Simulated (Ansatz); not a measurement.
**CH₆N₂Si: a ladder of functionals and wavefunction methods**

An exercise on one series of results from a longer session: the logs are not shown, and one member is left open.

Computed with Ansatz 0.2.0, Gaussian basis. Level: functionals in def2-TZVPP, the program's frozen cores in correlated methods.

Levels to be run: LDA (SPW92), PBE-D4, revPBE-D4, BLYP-D4, r2SCAN-D4, B97M-V, PBE0-D4, B3LYP-D4, r2SCANh-D4, r2SCAN0-D4, HSE06-D4, BHLYP-D4, CAM-B3LYP-D4, LC-ωPBE, ωB97X-V, ωB97M-V, B2PLYP, PBE-QIDH; CCSD(T)/def2-SVP; CCSD(T)/def2-TZVPP; MP2/def2-QZVPP; extrapolation to the limit; RPA on PBE.

## The geometry

An earlier PBE0-D4 in a triple-zeta def2 set relaxation fixed the geometry.

SMILES `NC1N[SiH2]1`, 10 atoms, charge 0, spin multiplicity 1.

Atoms are counted from 1 here; the program's logs count them from 0.

Bond lengths: N1–C2 1.424 Å, N1–H5 1.011 Å, N1–H6 1.015 Å, C2–N3 1.500 Å, C2–Si4 1.836 Å, C2–H7 1.091 Å, N3–Si4 1.721 Å, N3–H8 1.010 Å, Si4–H9 1.480 Å, Si4–H10 1.483 Å. Angles: C2–N1–H5 111.5°, C2–N1–H6 110.8°, H5–N1–H6 107.3°, N1–C2–N3 119.2°, N1–C2–Si4 127.5°, N1–C2–H7 110.9°, N3–C2–Si4 61.2°, N3–C2–H7 114.0°, Si4–C2–H7 115.1°, C2–N3–Si4 69.1°, C2–N3–H8 117.8°, Si4–N3–H8 127.4°, C2–Si4–N3 49.8°, C2–Si4–H9 123.9°, C2–Si4–H10 119.4°, N3–Si4–H9 116.2°, N3–Si4–H10 121.6°, H9–Si4–H10 112.3°.

The first run:

Contents of in.yaml:

```yaml
crystal:
  periodic: [false, false, false]
  atoms:
    - {symbol: N, position_ang: [-0.915137, 1.090394, 0.888846]}
    - {symbol: C, position_ang: [0.219616, 0.440378, 0.325927]}
    - {symbol: N, position_ang: [0.195868, 0.052999, -1.123083]}
    - {symbol: Si, position_ang: [0.386501, -1.332664, -0.119837]}
    - {symbol: H, position_ang: [-1.767245, 0.578843, 0.701078]}
    - {symbol: H, position_ang: [-1.028506, 2.019767, 0.497386]}
    - {symbol: H, position_ang: [1.144096, 0.928090, 0.640081]}
    - {symbol: H, position_ang: [0.885229, 0.468574, -1.733005]}
    - {symbol: H, position_ang: [-0.737819, -2.295692, -0.114096]}
    - {symbol: H, position_ang: [1.700496, -2.001788, 0.039603]}
basis:
  gaussian: {orbitals: def2-TZVPP}
hamiltonian: {xc: lda}
output: {orbitals: {seedname: orbitals}}
```

The run is started by

```
$ ansatz run in.yaml --threads 2 --pin off --events-out ev --progress --plain --max-ram 4352MiB
```

Steps of the session up to this table: LDA; PBE-D4 (GGA); revPBE-D4 (GGA); BLYP-D4 (GGA); r2SCAN-D4 (meta-GGA); B97M-V (meta-GGA); PBE0-D4 (hybrid); B3LYP-D4 (hybrid); r2SCANh-D4 (hybrid); r2SCAN0-D4 (hybrid); HSE06-D4 (hybrid); BHLYP-D4 (hybrid); CAM-B3LYP-D4 (range-separated); LC-ωPBE (range-separated); ωB97X-V (range-separated); ωB97M-V (range-separated); B2PLYP (double hybrid); PBE-QIDH (double hybrid).

One of the session's tables, all rows but one given; the rest of the session is left out.

It belongs to the step «Frontier levels by functional». 

```
  functional  HOMO (eV)  gap (eV)
 LDA (SPW92)      -5.64      4.47
      PBE-D4      -5.51      4.53
   revPBE-D4      -5.45      4.56
     BLYP-D4      -5.38      4.50
   r2SCAN-D4          ?         ?
      B97M-V      -5.91      5.09
     PBE0-D4      -6.84      6.69
    B3LYP-D4      -6.61      6.23
  r2SCANh-D4      -6.27      5.89
  r2SCAN0-D4      -7.00      7.05
    HSE06-D4      -6.44      5.92
    BHLYP-D4      -8.01      8.67
CAM-B3LYP-D4      -8.20      9.01
     LC-ωPBE      -9.55     11.52
     ωB97X-V      -9.20     11.03
     ωB97M-V      -9.11     10.64
```

Q: Estimate the row for r2SCAN-D4 from the others.

Worked estimate for «HOMO (eV)». Against the share of exact exchange, r2SCANh-D4 (0.1, -6.27), r2SCAN0-D4 (0.25, -7.00) give a slope of -4.87 per unit share; at 0 the line stands at -5.78.

The run gave: HOMO (eV): -5.77; gap (eV): 5.10. In «HOMO (eV)» the line misses by -0.01.
